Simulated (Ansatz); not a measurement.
# YC3N3: the cost of one run

Program: Ansatz 0.2.0. Level of theory: DFT PBE, scalar-relativistic, plane waves, PAW. These are calculated values, not measurements.

### 1 Starting point

Symmetry: Fm-3m, No. 225, cubic system. The conventional cell has a = 12.104 Å, b = 12.104 Å, c = 12.104 Å, α = 90.00°, β = 90.00°, γ = 90.00°. Y (site symmetry m-3m) has 6 C at 2.51 Å in its first shell of neighbours. Y (site symmetry m-3m) is surrounded by 6 N at 2.37 Å. C (site symmetry 4mm) is surrounded by 1 N at 1.17 Å. N (site symmetry 4mm) is surrounded by 1 C at 1.17 Å.

As a file:

```
Y C N
1.0
     0.00000    6.05193    6.05193
     6.05193    0.00000    6.05193
     6.05193    6.05193    0.00000
Y C N
2 6 6
Direct
  0.00000 0.00000 0.00000
  0.50000 0.50000 0.50000
  0.79236 0.20764 0.20764
  0.20764 0.79236 0.20764
  0.20764 0.20764 0.79236
  0.20764 0.79236 0.79236
  0.79236 0.20764 0.79236
  0.79236 0.79236 0.20764
  0.69586 0.30414 0.30414
  0.30414 0.69586 0.30414
  0.30414 0.30414 0.69586
  0.30414 0.69586 0.69586
  0.69586 0.30414 0.69586
  0.69586 0.69586 0.30414
```

It is the end of an earlier relaxation with the same method, from a generated guess; it needn't be the stable form of this composition. At a tolerance of 0.02 Å it has space group Fm-3m (No. 225); it has 31.67 Å³/atom, an uncorrected energy of -0.16 eV/atom over the elements.

### 2 Bands, states and charges

input.yaml reads:

```yaml
crystal:
  lattice:
    - [0.0, 6.0519303141, 6.0519303141]
    - [6.0519303141, 0.0, 6.0519303141]
    - [6.0519303141, 6.0519303141, 0.0]
  atoms:
    - { symbol: "Y", position: [0.0, 0.0, 0.0] }
    - { symbol: "Y", position: [0.5, 0.5, 0.5] }
    - { symbol: C, position: [0.7923643016, 0.2076356984, 0.2076356984] }
    - { symbol: C, position: [0.2076356984, 0.7923643016, 0.2076356984] }
    - { symbol: C, position: [0.2076356984, 0.2076356984, 0.7923643016] }
    - { symbol: C, position: [0.2076356984, 0.7923643016, 0.7923643016] }
    - { symbol: C, position: [0.7923643016, 0.2076356984, 0.7923643016] }
    - { symbol: C, position: [0.7923643016, 0.7923643016, 0.2076356984] }
    - { symbol: "N", position: [0.6958590248, 0.3041409752, 0.3041409752] }
    - { symbol: "N", position: [0.3041409752, 0.6958590248, 0.3041409752] }
    - { symbol: "N", position: [0.3041409752, 0.3041409752, 0.6958590248] }
    - { symbol: "N", position: [0.3041409752, 0.6958590248, 0.6958590248] }
    - { symbol: "N", position: [0.6958590248, 0.3041409752, 0.6958590248] }
    - { symbol: "N", position: [0.6958590248, 0.6958590248, 0.3041409752] }
basis:
  ecutwfc: 420
kpoints:
  mp_grid: { grid: [4, 4, 4] }
  band_path:
    path:
      - [[0.0, 0.0, 0.0], [0.5, 0.0, 0.5], [0.625, 0.25, 0.625]]
      - [[0.375, 0.375, 0.75], [0.0, 0.0, 0.0], [0.5, 0.5, 0.5], [0.5, 0.25, 0.75], [0.5, 0.0, 0.5]]
    npoints: 10
hamiltonian:
  xc: pbe
scf:
  occupations: { method: gaussian, width: 0.02 }
  n_extra_bands: 35
output:
  forces: true
  stress: true
  eigenvalues: true
  populations: true
  dos: { projected: true, de: 0.02, nscf_kmesh: { grid: [6, 6, 6] } }
  bader: false
```

Launch:

```sh
$ ansatz run input.yaml --threads 1 --pin off --max-ram 2560MiB --backend cpu --events-out ev --progress --plain --runs-dir out
```

What time and memory should one allow on 1 thread of Intel Xeon Platinum 8488C (Sapphire Rapids), shared host?

About 73 s, with a peak of 1.3 GiB.
